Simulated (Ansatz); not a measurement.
# F₂H₄SSi₂: a saddle search

Does the minimum-mode search get back to a saddle from here?

Computed with Ansatz 0.2.0, Gaussian basis. Level: CAM-B3LYP-D4/def2-TZVP.

1 further run of the same task is left out (it didn't finish). Runs told in other sessions of the task aren't counted.

## Step 1: The starting structure

The start, a known saddle point with all atoms moved at random by about 0.06 Å a coordinate: 9 atoms, charge 0, spin multiplicity 1.

Atoms are counted from 1 here; the program's logs count them from 0.

Bond lengths: Si1–Si2 2.243 Å, Si1–S3 1.988 Å, Si1–F5 1.657 Å, Si1–F6 1.546 Å, Si2–H8 1.556 Å, Si2–H9 1.618 Å, H4–H7 0.740 Å. Angles: Si2–Si1–S3 87.6°, Si2–Si1–F5 108.8°, Si2–Si1–F6 110.6°, S3–Si1–F5 117.6°, S3–Si1–F6 123.3°, F5–Si1–F6 106.6°, Si1–Si2–H8 130.7°, Si1–Si2–H9 119.8°, H8–Si2–H9 108.7°.

Geometry (Å):

```xyz
9
charge 0, multiplicity 1
Si   -1.1037    0.4485    0.9235
Si    0.4115   -0.7836   -0.1798
S    -1.3404    1.5024   -0.7454
H     1.0615    0.8221   -1.0856
F    -2.3515   -0.5347    1.3941
F    -0.4911    1.0329    2.2170
H     1.6777    0.4159   -1.1449
H     1.8703   -1.1715    0.1958
H    -0.0406   -1.6503   -1.4696
```

## Step 2: The search

The input, run/in.yaml:

```yaml
crystal:
  periodic: [false, false, false]
  atoms:
    - {symbol: Si, position_ang: [-1.103718, 0.448503, 0.923543]}
    - {symbol: Si, position_ang: [0.411463, -0.783594, -0.179815]}
    - {symbol: S, position_ang: [-1.340412, 1.502410, -0.745421]}
    - {symbol: H, position_ang: [1.061550, 0.822056, -1.085567]}
    - {symbol: F, position_ang: [-2.351460, -0.534669, 1.394125]}
    - {symbol: F, position_ang: [-0.491066, 1.032888, 2.217049]}
    - {symbol: H, position_ang: [1.677718, 0.415902, -1.144882]}
    - {symbol: H, position_ang: [1.870264, -1.171504, 0.195782]}
    - {symbol: H, position_ang: [-0.040641, -1.650320, -1.469598]}
basis:
  gaussian: {orbitals: def2-TZVP}
hamiltonian: {xc: {name: CAM-B3LYP}, dispersion: d4}
saddle:
  f_tol: 0.02
  max_steps: 40
  mode_guess:
    - [-0.0442, -0.2166, 0.1540]
    - [-0.2111, 0.0848, -0.0874]
    - [0.1573, -0.4772, -0.0716]
    - [0.4671, 0.1960, -0.0363]
    - [-0.2061, 0.0533, 0.2539]
    - [-0.0773, 0.0665, 0.0292]
    - [0.2987, 0.1041, -0.0945]
    - [-0.1764, 0.1769, -0.1278]
    - [-0.2080, 0.0121, -0.0194]
```

On the command line:

```
ansatz run in.yaml --threads 4 --pin off --events-out ev --progress --plain --max-ram 9574MiB
```

Standard output, shortened:

```text
Functional definition: CAM-B3LYP
  name "CAM-B3LYP"
  cite "Yanai, Tew & Handy, Chem. Phys. Lett. 393, 51 (2004) doi:10.1016/j.cplett.2004.06.011"
  cite "Iikura, Tsuneda, Yanai & Hirao, J. Chem. Phys. 115, 3540 (2001) doi:10.1063/1.1383587"
  cite "Becke, Phys. Rev. A 38, 3098 (1988) doi:10.1103/PhysRevA.38.3098"
  cite "Lee, Yang & Parr, Phys. Rev. B 37, 785 (1988) doi:10.1103/PhysRevB.37.785"
  cite "Vosko, Wilk & Nusair, Can. J. Phys. 58, 1200 (1980) doi:10.1139/p80-159"
[...]
  # Exact exchange under (alpha + beta erf(omega r))/r, Becke's under what is left of 1/r.
[...]
1281 factors; their error is unknown
379 factors; integrals over basis functions are off by at most 1.4e-6 eV
[...]
mean field -32093.90505281 eV, -1179.4292566606 hartree, gradient 3.3e-5 eV, S^2 0.000000; 0 other end points of the search recorded, 0 dependent functions left out
[...]
reference -32093.90518522 eV, -1179.4292615266 hartree; 33, 33 occupied and 164, 164 virtual orbitals, 1281 factors
[... from here to the last solve, the lines of the solves are left out (89 solves) ...]
saddle step   1: F+E_penalty+E_count = -32094.14154602 eV  max|allowed force component| = 2.507e0 eV/Å  curvature = -1.1313 eV/Å²  mode residual = 8.53e-1 eV/Å²  Δτ_max = 0.0000 Å  (1 rotations, 3 force calls, 73 SCF iters)  cluster: 3 rotations left out, max|force component along them| = [...]
saddle step  10: F+E_penalty+E_count = -32094.53249216 eV  max|allowed force component| = 2.792e-3 eV/Å  curvature = -1.3134 eV/Å²  mode residual = 7.32e-1 eV/Å²  Δτ_max = 0.0055 Å  (1 rotations, 7 force calls, 158 SCF iters)  cluster: 3 rotations left out, max|force component along them| [...]
saddle step  11: F+E_penalty+E_count = -32094.53253552 eV  max|allowed force component| = 6.209e-3 eV/Å  curvature = -1.2969 eV/Å² (error put at 0.0008; -1.2973 at half of saddle.amplitude)  mode residual = 4.45e-1 eV/Å²  Δτ_max = 0.0146 Å  (1 rotations, 53 force calls, 999 SCF iters)  [...]
Total energy: -32094.53266800 eV, -1179.4523210935 hartree
Atom 0 at    -1.169169     0.428464     0.922374 Å, force     0.000558    -0.000538     0.001521 eV/Å
Atom 1 at     0.430368    -0.844911    -0.168413 Å, force    -0.001979    -0.000485    -0.001383 eV/Å
Atom 2 at    -1.348553     1.527373    -0.716329 Å, force    -0.001121     0.000302    -0.000066 eV/Å
Atom 3 at     1.064780     0.816538    -1.186866 Å, force     0.006209    -0.004016    -0.000456 eV/Å
Atom 4 at    -2.352853    -0.496625     1.437514 Å, force     0.001211     0.001204     0.000255 eV/Å
Atom 5 at    -0.548718     1.017123     2.262068 Å, force    -0.000540    -0.001524    -0.002410 eV/Å
Atom 6 at     1.718765     0.410156    -1.216598 Å, force    -0.005960     0.002839     0.000630 eV/Å
Atom 7 at     1.822599    -1.221976     0.180359 Å, force     0.000141     0.000237     0.000464 eV/Å
Atom 8 at     0.076480    -1.554470    -1.408893 Å, force     0.001480     0.001982     0.001443 eV/Å
Dipole moment:     0.890916    -0.662369    -0.275125 e Å
```

Wall time 4.3 min (4 threads of Arm Neoverse V2, shared host); peak memory 0.68 GiB.

The steps of the relaxation:

| step | energy from step 1 (eV) | largest force component (eV/Å) |
| --- | --- | --- |
| 1 | 0.0000 | 2.5074 |
| 2 | -0.3019 | 1.2374 |
| 3 | -0.3547 | 0.7278 |
| 4 | -0.3827 | 0.2942 |
| 5 | -0.3870 | 0.1754 |
| 6 | -0.3906 | 0.0760 |
| 7 | -0.3911 | 0.0381 |
| 8 | -0.3909 | 0.0331 |
| 9 | -0.3909 | 0.0130 |
| 10 | -0.3909 | 0.0028 |
| 11 | -0.3910 | 0.0062 |

Distances of close pairs at the start and the end, largest changes first:

| bond | before (Å) | after (Å) | change (Å) |
| --- | --- | --- | --- |
| Si2–H9 | 1.618 | 1.472 | -0.146 |
| Si1–Si2 | 2.243 | 2.317 | +0.074 |
| Si2–H8 | 1.556 | 1.484 | -0.072 |
| Si1–F5 | 1.657 | 1.588 | -0.069 |
| Si1–F6 | 1.546 | 1.589 | +0.043 |
| H4–H7 | 0.740 | 0.771 | +0.030 |
| Si1–S3 | 1.988 | 1.981 | -0.007 |

## Step 3: Results

```
                  quantity         value
                     steps            11
             energy change  -37.7 kJ/mol
        last largest force   0.0062 eV/Å
       RMSD from the start       0.087 Å
RMSD from the known saddle       0.053 Å
```

What this shows: It converged in 11 steps at a force tolerance of 0.02 eV/Å. It is back at the known saddle, up to the shift that another level brings.
